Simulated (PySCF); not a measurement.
# Mg⁺: dipole response in aug-cc-pVTZ-DK

Aim: the static polarisability and the C₆ coefficient of Mg⁺, method by method.

Method: unrestricted determinants in a Gaussian basis, no spin-orbit coupling in the energies. Code: PySCF 2.14.0.

### Step 1. What is computed

- Element: magnesium (Z = 12)
- Basis: aug-cc-pVTZ-DK (6s5p3d2f, 50 functions)
- Hamiltonian: the spin-free X2C one-electron Hamiltonian (Gaussian nucleus)
- State 1: Mg⁺: [Ne] 3s1, 2S determinant
- Methods: UHF, PBE, PBE0, BP86, PW91

The outer shells:

Mg+ [Ne] 3s1
```
[Ne] core
3s [↑ ]
```

One driver process ran all states and methods and kept the integrals in memory. Each run is shown as a PySCF script that sums up its settings (the driver passes frozen orbitals as a list and adds second-order terms of double hybrids); the logs are those of the runs themselves. The driver starts from symmetry-adapted Hartree-Fock orbitals, holds the occupation by maximum overlap and uses a logarithmic radial grid for functionals, so a plain start would take other cycles.

The integrals over 50 functions and the set-up took 0.12 s of CPU time.

### Step 2. Mg⁺: the ladder of methods

UHF:

input.py

```python
from pyscf import gto, scf, dft, mp, cc
import basis_set_exchange as bse
mol = gto.M(atom="Mg 0 0 0", charge=1, spin=1, symmetry="D2h",
            basis=gto.basis.parse(bse.get_basis("aug-cc-pVTZ-DK", elements=["Mg"], fmt="nwchem")),
            nucmod="G")
mf = scf.UHF(mol).sfx2c1e()
mf.irrep_nelec = {'Ag': (3, 2), 'B1u': (1, 1), 'B2u': (1, 1), 'B3u': (1, 1)}
mf.kernel()
```

Standard output:

```text
damping factor = 0
level_shift factor = 0
DIIS = <class 'pyscf.scf.diis.CDIIS'>
diis_start_cycle = 1
diis_space = 10
diis_damp = 0
SCF conv_tol = 1e-09
SCF conv_tol_grad = None
number electrons alpha = 6  beta = 5
cycle= 1 E= -199.676437278509  delta_E= -6.97e-11  |g|= 1.63e-06  |ddm|= 7.09e-05
converged SCF energy = -199.676437278509  <S^2> = 0.75006216  2S+1 = 2.0000622
```

CPU time 0.69 s on a shared host, the integrals not counted.

Orbital energies by shell (radii are means over both spins):

```tsv
shell	electrons	mean orbital energy (eV)	spread (eV)	rms radius (bohr)
1s α	1	-1345.5	0	0.151
1s β	1	-1345.3	0	0.151
2s α	1	-111.77	0	0.754
2s β	1	-111.31	0	0.754
2p α	3	-70.897	0	0.771
2p β	3	-70.741	0	0.771
3s α	1	-14.758	0	3.04
```

⟨S²⟩ = 0.750, ⟨L²⟩ = 0.00.

The driver then solved the coupled dipole response at imaginary frequencies: mean α = 38.36 bohr³, C₆ = 175.9 au for a like pair.

PBE:

input.py differs from the last one in:

```diff
@@ -5,3 +5,3 @@
             nucmod="G")
-mf = scf.UHF(mol).sfx2c1e()
+mf = dft.UKS(mol, xc="PBE").sfx2c1e()
 mf.irrep_nelec = {'Ag': (3, 2), 'B1u': (1, 1), 'B2u': (1, 1), 'B3u': (1, 1)}
```

Standard output:

```text
damping factor = 0
level_shift factor = 0
DIIS = <class 'pyscf.scf.diis.CDIIS'>
diis_start_cycle = 1
diis_space = 10
diis_damp = 0
SCF conv_tol = 1e-09
SCF conv_tol_grad = None
number electrons alpha = 6  beta = 5
XC functionals = PBE
    J. P. Perdew, K. Burke, and M. Ernzerhof.,  Phys. Rev. Lett. 77, 3865 (1996)
    J. P. Perdew, K. Burke, and M. Ernzerhof.,  Phys. Rev. Lett. 78, 1396 (1997)
    J. P. Perdew, K. Burke, and M. Ernzerhof.,  Phys. Rev. Lett. 77, 3865 (1996)
    J. P. Perdew, K. Burke, and M. Ernzerhof.,  Phys. Rev. Lett. 78, 1396 (1997)
cycle= 1 E= -199.979353726071  delta_E= -0.00318  |g|= 0.03  |ddm|= 0.711
cycle= 2 E= -199.979582123718  delta_E= -0.000228  |g|= 0.0116  |ddm|= 0.23
cycle= 3 E= -199.97962364489  delta_E= -4.15e-05  |g|= 3.78e-05  |ddm|= 0.0633
cycle= 4 E= -199.979623645394  delta_E= -5.04e-10  |g|= 7.06e-07  |ddm|= 0.000286
converged SCF energy = -199.979623645394  <S^2> = 0.75003722  2S+1 = 2.0000372
```

CPU time 0.99 s on a shared host, the integrals not counted.

The driver then solved the coupled dipole response at imaginary frequencies: mean α = 33.18 bohr³, C₆ = 141.3 au for a like pair.

PBE0:

input.py differs from the last one in:

```diff
@@ -5,3 +5,3 @@
             nucmod="G")
-mf = dft.UKS(mol, xc="PBE").sfx2c1e()
+mf = dft.UKS(mol, xc="PBE0").sfx2c1e()
 mf.irrep_nelec = {'Ag': (3, 2), 'B1u': (1, 1), 'B2u': (1, 1), 'B3u': (1, 1)}
```

Standard output:

```text
damping factor = 0
level_shift factor = 0
DIIS = <class 'pyscf.scf.diis.CDIIS'>
diis_start_cycle = 1
diis_space = 10
diis_damp = 0
SCF conv_tol = 1e-09
SCF conv_tol_grad = None
number electrons alpha = 6  beta = 5
XC functionals = PBE0
    C. Adamo and V. Barone.,  J. Chem. Phys. 110, 6158 (1999)
    M. Ernzerhof and G. E. Scuseria.,  J. Chem. Phys. 110, 5029 (1999)
cycle= 1 E= -199.9988510705  delta_E= -0.00169  |g|= 0.0145  |ddm|= 0.476
cycle= 2 E= -199.99891884829  delta_E= -6.78e-05  |g|= 0.00422  |ddm|= 0.113
cycle= 3 E= -199.998924118669  delta_E= -5.27e-06  |g|= 8.9e-05  |ddm|= 0.023
cycle= 4 E= -199.99892412995  delta_E= -1.13e-08  |g|= 2.46e-06  |ddm|= 0.000737
cycle= 5 E= -199.99892412996  delta_E= -1.01e-11  |g|= 1.19e-07  |ddm|= 4.15e-05
converged SCF energy = -199.99892412996  <S^2> = 0.75003447  2S+1 = 2.0000345
```

It used 1.4 s of CPU time after the integrals (shared host).

The driver then solved the coupled dipole response at imaginary frequencies: mean α = 34.67 bohr³, C₆ = 150.9 au for a like pair.

BP86:

input.py differs from the last one in:

```diff
@@ -5,3 +5,3 @@
             nucmod="G")
-mf = dft.UKS(mol, xc="PBE0").sfx2c1e()
+mf = dft.UKS(mol, xc="B88,P86").sfx2c1e()
 mf.irrep_nelec = {'Ag': (3, 2), 'B1u': (1, 1), 'B2u': (1, 1), 'B3u': (1, 1)}
```

Standard output:

```text
damping factor = 0
level_shift factor = 0
DIIS = <class 'pyscf.scf.diis.CDIIS'>
diis_start_cycle = 1
diis_space = 10
diis_damp = 0
SCF conv_tol = 1e-09
SCF conv_tol_grad = None
number electrons alpha = 6  beta = 5
XC functionals = B88,P86
    A. D. Becke.,  Phys. Rev. A 38, 3098 (1988)
    J. P. Perdew.,  Phys. Rev. B 33, 8822 (1986)
cycle= 1 E= -200.116136750343  delta_E= -0.00298  |g|= 0.0276  |ddm|= 0.642
cycle= 2 E= -200.116337162691  delta_E= -0.0002  |g|= 0.0106  |ddm|= 0.21
cycle= 3 E= -200.116372162834  delta_E= -3.5e-05  |g|= 2.39e-05  |ddm|= 0.059
cycle= 4 E= -200.116372163297  delta_E= -4.63e-10  |g|= 7.52e-07  |ddm|= 0.000221
converged SCF energy = -200.116372163297  <S^2> = 0.75004885  2S+1 = 2.0000488
```

It used 1.1 s of CPU time after the integrals (shared host).

The driver then solved the coupled dipole response at imaginary frequencies: mean α = 32.35 bohr³, C₆ = 136.3 au for a like pair.

PW91:

input.py differs from the last one in:

```diff
@@ -5,3 +5,3 @@
             nucmod="G")
-mf = dft.UKS(mol, xc="B88,P86").sfx2c1e()
+mf = dft.UKS(mol, xc="PW91,PW91").sfx2c1e()
 mf.irrep_nelec = {'Ag': (3, 2), 'B1u': (1, 1), 'B2u': (1, 1), 'B3u': (1, 1)}
```

Standard output:

```text
damping factor = 0
level_shift factor = 0
DIIS = <class 'pyscf.scf.diis.CDIIS'>
diis_start_cycle = 1
diis_space = 10
diis_damp = 0
SCF conv_tol = 1e-09
SCF conv_tol_grad = None
number electrons alpha = 6  beta = 5
XC functionals = PW91,PW91
    J. P. Perdew. In P. Ziesche and H. Eschrig, editors, Proceedings of the 75. WE-Heraeus-Seminar and 21st Annual International Symposium on Electronic Structure of Solids, 11. Berlin, 1991. Akademie Verlag.
    J. P. Perdew, J. A. Chevary, S. H. Vosko, K. A. Jackson, M. R. Pederson, D. J. Singh, and C. Fiolhais.,  Phys. Rev. B 46, 6671 (1992)
    J. P. Perdew, J. A. Chevary, S. H. Vosko, K. A. Jackson, M. R. Pederson, D. J. Singh, and C. Fiolhais.,  Phys. Rev. B 48, 4978 (1993)
    J. P. Perdew. In P. Ziesche and H. Eschrig, editors, Proceedings of the 75. WE-Heraeus-Seminar and 21st Annual International Symposium on Electronic Structure of Solids, 11. Berlin, 1991. Akademie Verlag.
    J. P. Perdew, J. A. Chevary, S. H. Vosko, K. A. Jackson, M. R. Pederson, D. J. Singh, and C. Fiolhais.,  Phys. Rev. B 46, 6671 (1992)
    J. P. Perdew, J. A. Chevary, S. H. Vosko, K. A. Jackson, M. R. Pederson, D. J. Singh, and C. Fiolhais.,  Phys. Rev. B 48, 4978 (1993)
cycle= 1 E= -200.082297857879  delta_E= -0.00317  |g|= 0.0291  |ddm|= 0.717
cycle= 2 E= -200.08251117436  delta_E= -0.000213  |g|= 0.0113  |ddm|= 0.225
cycle= 3 E= -200.08255087468  delta_E= -3.97e-05  |g|= 4.35e-05  |ddm|= 0.0615
cycle= 4 E= -200.082550875445  delta_E= -7.65e-10  |g|= 1.39e-06  |ddm|= 0.000353
converged SCF energy = -200.082550875445  <S^2> = 0.75002393  2S+1 = 2.0000239
```

It used 1 s of CPU time after the integrals (shared host).

The driver then solved the coupled dipole response at imaginary frequencies: mean α = 32.94 bohr³, C₆ = 139.7 au for a like pair.

Radial density 4πr²ρ of Mg⁺ at UHF:

```tsv
r (bohr)	density	spin density
0.00188	0.0530	0.000
0.00316	0.140	0.000
0.00531	0.366	0.001
0.00893	0.928	0.002
0.0150	2.23	0.004
0.0253	4.88	0.008
0.0425	9.09	0.014
0.0715	12.9	0.017
0.120	12.1	0.007
0.202	7.78	-0.002
0.340	9.04	0.038
0.572	10.8	0.047
0.962	4.82	0.003
1.62	0.771	0.247
2.72	0.400	0.393
4.58	0.0874	0.087
7.70	0.000960	0.001
```

### Step 3. The response side by side

Mg⁺, in atomic units:

```tsv
method	mean α	C₆ (like pair)	S(−4)
UHF	38.36	175.9	1542
PBE	33.18	141.3	1165
PBE0	34.67	150.9	1269
BP86	32.35	136.3	1105
PW91	32.94	139.7	1149
```

α(iu) at PW91:

```tsv
u (hartree)	α(iu) (bohr³)
0	32.94
0.0500	30.30
0.100	24.44
0.200	13.87
0.300	8.163
0.500	3.659
0.750	1.875
1.00	1.181
1.50	0.6364
2.00	0.4170
3.00	0.2270
5.00	0.09797
```

### Step 4. Results

| quantity | value |
| --- | --- |
| α of Mg⁺ | 32.35 (BP86) to 38.36 (UHF) bohr³ |

In words: A single London oscillator with the computed α and C₆ of Mg⁺ at UHF would have ω = 4 C₆ / (3 α²) = 0.159 hartree. All values hold for this basis alone; no basis-set limit was taken.
